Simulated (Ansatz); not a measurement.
# (110) superlattice of 4 and 2 atomic planes of GaP and AlP, in-plane a of GaP, 12 atoms

Which settings matter for this cell? A base run comes first, then runs with one to three settings changed.

Method: density functional theory in Ansatz 0.2.0, PAW datasets, plane waves.

### Step 1. The system as built

12 atoms (2 Al, 4 Ga, 6 P); a = 3.846 Å, b = 5.438 Å, c = 11.576 Å, α = 90.00°, β = 90.00°, γ = 90.00°. All atoms were shaken off their sites by about 0.02 Å along each axis.

### Step 2. Single point with PBEsol

The input, in.yaml:

```yaml
crystal:
  lattice:
    - [2.719244, -2.719244, 0.000000]
    - [0.000000, 0.000000, 5.438488]
    - [-8.185305, -8.185305, 0.000000]
  atoms:
    - { symbol: Al, position: [0.989441, 0.997368, 0.665323] }
    - { symbol: Al, position: [0.506928, 0.496537, 0.829228] }
    - { symbol: Ga, position: [0.988071, 0.994200, 0.000922] }
    - { symbol: Ga, position: [0.999818, 0.998825, 0.335823] }
    - { symbol: Ga, position: [0.497847, 0.495590, 0.498855] }
    - { symbol: Ga, position: [0.501348, 0.499097, 0.167098] }
    - { symbol: P, position: [0.999943, 0.246780, 0.500816] }
    - { symbol: P, position: [0.997335, 0.244636, 0.833319] }
    - { symbol: P, position: [0.001329, 0.250792, 0.165625] }
    - { symbol: P, position: [0.499618, 0.749060, 0.332128] }
    - { symbol: P, position: [0.496729, 0.751628, 0.666519] }
    - { symbol: P, position: [0.505105, 0.748923, 0.000793] }
kpoints:
  mp_grid: { grid: [4, 3, 1] }
hamiltonian:
  xc: pbesol
scf:
  occupations: { method: fermi_dirac, width: 0.01 }
output:
  forces: true
  eigenvalues: true
  stress: true
  populations: true
```

Run with:

```
> ansatz run in.yaml --threads 7 --pin off --max-ram 13300MiB --runs-dir r --events-out ev --progress --plain
```

### Step 3. Changed settings: functional RPBE, density cutoff ratio 2, xc grid 2

Changes to in.yaml since step 2:

```diff
@@ -20,6 +20,8 @@
   mp_grid: { grid: [4, 3, 1] }
+basis: { ecutrho_ratio: 2, xc_grid: 2 }
 hamiltonian:
-  xc: pbesol
+  xc: rpbe
 scf:
   occupations: { method: fermi_dirac, width: 0.01 }
+  max_iter: 100
 output:
@@ -28,2 +30 @@
   stress: true
-  populations: true
```

### Step 4. Run again with density threshold 1e-12 eV

Changes to in.yaml since step 3:

```diff
@@ -20,8 +20,8 @@
   mp_grid: { grid: [4, 3, 1] }
-basis: { ecutrho_ratio: 2, xc_grid: 2 }
 hamiltonian:
-  xc: rpbe
+  xc: pbesol
 scf:
   occupations: { method: fermi_dirac, width: 0.01 }
-  max_iter: 100
+  max_iter: 60
+  convergence: { dr2_threshold: 1e-12 }
 output:
```

### Step 5. Changed settings: mixing beta 1.0, cutoff 350 eV, xc grid 1

Changes to in.yaml since step 4:

```diff
@@ -20,2 +20,3 @@
   mp_grid: { grid: [4, 3, 1] }
+basis: { ecutwfc: 350, xc_grid: 1 }
 hamiltonian:
@@ -24,4 +25,4 @@
   occupations: { method: fermi_dirac, width: 0.01 }
-  max_iter: 60
-  convergence: { dr2_threshold: 1e-12 }
+  max_iter: 100
+  mixing: { beta: 1 }
 output:
```

### Step 6. Changed settings: smearing width 0.001 eV

Changes to in.yaml since step 5:

```diff
@@ -20,3 +20,2 @@
   mp_grid: { grid: [4, 3, 1] }
-basis: { ecutwfc: 350, xc_grid: 1 }
 hamiltonian:
@@ -24,5 +23,4 @@
 scf:
-  occupations: { method: fermi_dirac, width: 0.01 }
-  max_iter: 100
-  mixing: { beta: 1 }
+  occupations: { method: fermi_dirac, width: 0.001 }
+  max_iter: 80
 output:
```

### Step 7. Changed settings: starting moment 8 μB

Changes to in.yaml since step 6:

```diff
@@ -22,5 +22,8 @@
   xc: pbesol
+magnetization:
+  spin_polarized: true
+  initial_magnetization: 8
 scf:
-  occupations: { method: fermi_dirac, width: 0.001 }
-  max_iter: 80
+  occupations: { method: fermi_dirac, width: 0.01 }
+  max_iter: 60
 output:
```

**Question.** What will these runs give? Wanted: for each run, settings; status; energy from base; forces from base.

**Answer**, as computed:

| settings | status | cycles | time | energy from base (meV/atom) | forces from base (eV/Å rms) | filled to empty level on the mesh (eV) |
| --- | --- | --- | --- | --- | --- | --- |
| base | converged | 8 | 2.9 s (7 CPU threads) | 0 | 0 | 1.35 |
| functional RPBE, density cutoff ratio 2, xc grid 2 | converged, settings too loose | 9 | 3 s (7 CPU threads) | - | 0.042 | 1.59 |
| density threshold 1e-12 eV | converged | 14 | 3.6 s (7 CPU threads) | 0.0 | 0.000 | 1.35 |
| mixing beta 1.0, cutoff 350 eV, xc grid 1 | converged, settings too loose | 8 | 2.7 s (7 CPU threads) | +7.3 | 0.001 | 1.36 |
| smearing width 0.001 eV | converged | 8 | 2.9 s (7 CPU threads) | 0.0 | 0.000 | 1.35 |
| starting moment 8 μB | converged | 15 | 7 s (7 CPU threads) | 0.0 | 0.000 | 1.35 |

**Reading.** Among these variants the forces move most with functional RPBE, density cutoff ratio 2, xc grid 2 (0.042 eV/Å rms).
